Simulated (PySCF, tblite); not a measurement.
# C4H7BN2O: geometry, infrared bands and NMR shifts

Aim: predict the infrared bands and NMR shifts of C4H7BN2O (`C[NH2+][B@@H-](O)C#CC#N`).

Computed with tblite 0.8.0 and PySCF 2.14.0, with density-fitted response routines of our own, on a single molecule in the gas phase. Atoms count from 0, in the outputs and in this text.

## 1. Starting geometry

15 atoms, charge 0, multiplicity 1; geometry from: force field or distance geometry start.

Bonds of the start (Å): C0–N1 1.44, N1–B2 1.53, B2–O3 1.49, B2–C4 1.54, C4–C5 1.22, C5–C6 1.41, C6–N7 1.17, C0–H8 1.09, C0–H9 1.11, C0–H10 1.13, N1–H11 1.05, N1–H12 1.07, B2–H13 1.18, O3–H14 0.98.

## 2. Relaxing the molecule with GFN2-xTB

The job: settings as JSON, then the geometry in Å.

```
{"job": {"kind": "relax", "xc": "GFN2-xTB", "basis": "xTB"}, "charge": 0, "multiplicity": 1}
C     -1.809400     0.688000    -0.602700
N     -1.134600    -0.070900     0.415900
B      0.028300    -0.916600    -0.092500
O     -0.276800    -1.487500    -1.430300
C      1.323200    -0.091100    -0.125500
C      2.363400     0.549400    -0.151700
C      3.580400     1.267600    -0.171600
N      4.594300     1.842400    -0.178300
H     -1.089600     1.311400    -1.124000
H     -2.339900    -0.004400    -1.285000
H     -2.547900     1.345400    -0.063700
H     -0.776900     0.549800     1.177300
H     -1.891200    -0.682600     0.856200
H      0.181000    -1.831800     0.643100
H     -0.208800    -2.460900    -1.394700
```

Command:

```sh
> OMP_NUM_THREADS=1 python probes_run.py task.json out
```

One launch serves the whole session: the jobs run in the order shown.

**Question.** This job is followed by: GFN2-xTB harmonic vibrations, gas phase; GIAO PBE0/pcSseg-1 NMR shielding, non-relativistic, gas phase. What will the session give for the following? strongest single infrared mode (GFN2-xTB); zero-point energy (GFN2-xTB); ¹³C shifts against TMS (PBE0/pcSseg-1); ¹H shifts against TMS (PBE0/pcSseg-1, means over atoms taken as alike); ¹⁵N shifts against NH3 (PBE0/pcSseg-1); ¹¹B shifts against BF3·OEt2 (PBE0/pcSseg-1); ¹⁷O shifts against H2O (PBE0/pcSseg-1).

As calculated:

| quantity | value |
| --- | --- |
| strongest single infrared mode (GFN2-xTB) | 2350 cm⁻¹, 313 km/mol |
| zero-point energy (GFN2-xTB) | 69.2 kcal/mol |
| ¹³C shifts against TMS (PBE0/pcSseg-1) | 112.1, 104.3, 77.8, 26.0 ppm |
| ¹H shifts against TMS (PBE0/pcSseg-1, means over atoms taken as alike) | 3.55, 2.94, 2.23, 1.97, 1.02 ppm |
| ¹⁵N shifts against NH3 (PBE0/pcSseg-1) | 298.3, 66.1 ppm |
| ¹¹B shifts against BF3·OEt2 (PBE0/pcSseg-1) | -8.3 ppm |
| ¹⁷O shifts against H2O (PBE0/pcSseg-1) | 38.7 ppm |

In words: Relaxing lowered the energy by 0.588 eV in 101 steps; the close pair that moved most is N1–B2, from 1.525 to 1.757 Å. All 39 modes are real, so the xTB geometry is a minimum. The strongest single mode, at 2350 cm⁻¹, moves mainly C6 and N7. GFN2-xTB is a fitted tight-binding method: band positions and strengths are rough. Its intensities can rank the bands wrongly. C6 (nitrile carbon) lies farthest downfield among carbon, at 112.1 ppm; typical of a nitrile. At PBE0/pcSseg-1: The largest span, 529 ppm, is at N7, where the paramagnetic term is -374 ppm.
